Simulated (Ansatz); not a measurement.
Ta3AsAu2O13:

```
Ta As Au O
1.0
     5.72386    0.00000    0.00000
     1.29464    6.25668    0.00000
     0.26816    1.30982    8.36637
Ta As Au O
3 1 2 13
Direct
  0.21713 0.30521 0.58431
  0.03325 0.11123 0.99855
  0.58248 0.62145 0.50482
  0.58707 0.89691 0.83049
  0.58004 0.09228 0.18613
  0.04485 0.82077 0.44682
  0.66201 0.69726 0.71088
  0.51632 0.13418 0.69625
  0.85098 0.88773 0.91932
  0.34466 0.87003 0.94651
  0.73015 0.29240 0.03095
  0.24622 0.21809 0.11075
  0.12900 0.09398 0.49104
  0.48032 0.38887 0.43499
  0.05966 0.26685 0.78594
  0.93330 0.53240 0.45645
  0.49975 0.85161 0.34971
  0.25256 0.62988 0.62473
  0.91878 0.95175 0.22636
```

The cell was built by a generator and needn't be a form met in nature.

- Program: Ansatz 0.2.0
- Task: single point
- Functional: PBE
- Potentials or basis: Ansatz PAW
- Cutoff: 420 eV (not typed: the program's choice for these potentials)
- k mesh: 5 × 5 × 4
- Occupations: fermi-dirac, width 0.05 eV
- Spin: no spin polarisation

On this cell: pressure 0.0 GPa; largest force 0.012 eV/Å; band gap on the k mesh 1.30 eV, indirect (least direct gap 1.36 eV).

The same run follows on a disturbed copy (atoms moved at random, drawn with an rms of 0.05 Å):

```
CELL_PARAMETERS angstrom
5.72386 0.00000 0.00000
1.29464 6.25668 0.00000
0.26816 1.30982 8.36637
ATOMIC_POSITIONS crystal
Ta 0.21846 0.30149 0.58722
Ta 0.03890 0.10119 0.99676
Ta 0.57580 0.62656 0.50480
As 0.58712 0.89822 0.83573
Au 0.58314 0.09564 0.18920
Au 0.04244 0.82319 0.44664
O 0.65783 0.70921 0.70501
O 0.51553 0.13995 0.70122
O 0.85350 0.88914 0.91675
O 0.33892 0.86555 0.94745
O 0.72717 0.29238 0.03283
O 0.23935 0.22066 0.11131
O 0.12858 0.08861 0.49416
O 0.47091 0.39322 0.43718
O 0.06737 0.27394 0.78705
O 0.92806 0.52764 0.45446
O 0.49774 0.85138 0.35302
O 0.24968 0.62932 0.62682
O 0.91985 0.95353 0.22247
```

Question: What does the disturbed cell give?

Answer: The energy moves by +15.0 meV/atom; pressure 0.3 GPa; largest force 2.005 eV/Å; band gap on the k mesh 1.27 eV, indirect (least direct gap 1.28 eV).

Forces on the atoms (eV/Å):
```
Ta  -0.336  0.440 -0.975
Ta  -0.094  1.943  0.487
Ta   0.615 -1.351  0.870
As  -0.496  0.011 -1.302
Au  -1.076  0.097 -0.237
Au  -0.401 -1.099  0.036
O    0.092  0.392  0.795
O    0.239 -0.548  0.475
O   -0.053 -0.363  0.152
O    0.461 -0.055 -0.119
O    0.717 -0.492 -0.398
O    0.478 -0.551  0.005
O    0.297  0.523  0.219
O    0.137 -0.305 -0.309
O   -0.704 -0.351  1.054
O    0.167  0.520  0.243
O    0.041  1.188 -1.308
O   -0.253  0.225 -0.120
O    0.168 -0.227  0.433
```

Stress tensor (GPa, compression positive):
```
-0.06  0.45 -0.05
 0.45  0.00 -0.10
-0.05 -0.10  0.89
```

Caveats: odd divisions of the mesh miss points on the zone boundary, where band edges often lie, so the gap on the mesh can be too wide; spin-orbit coupling is left out, which moves the levels of the heavy elements.

A k mesh can miss the band edges.
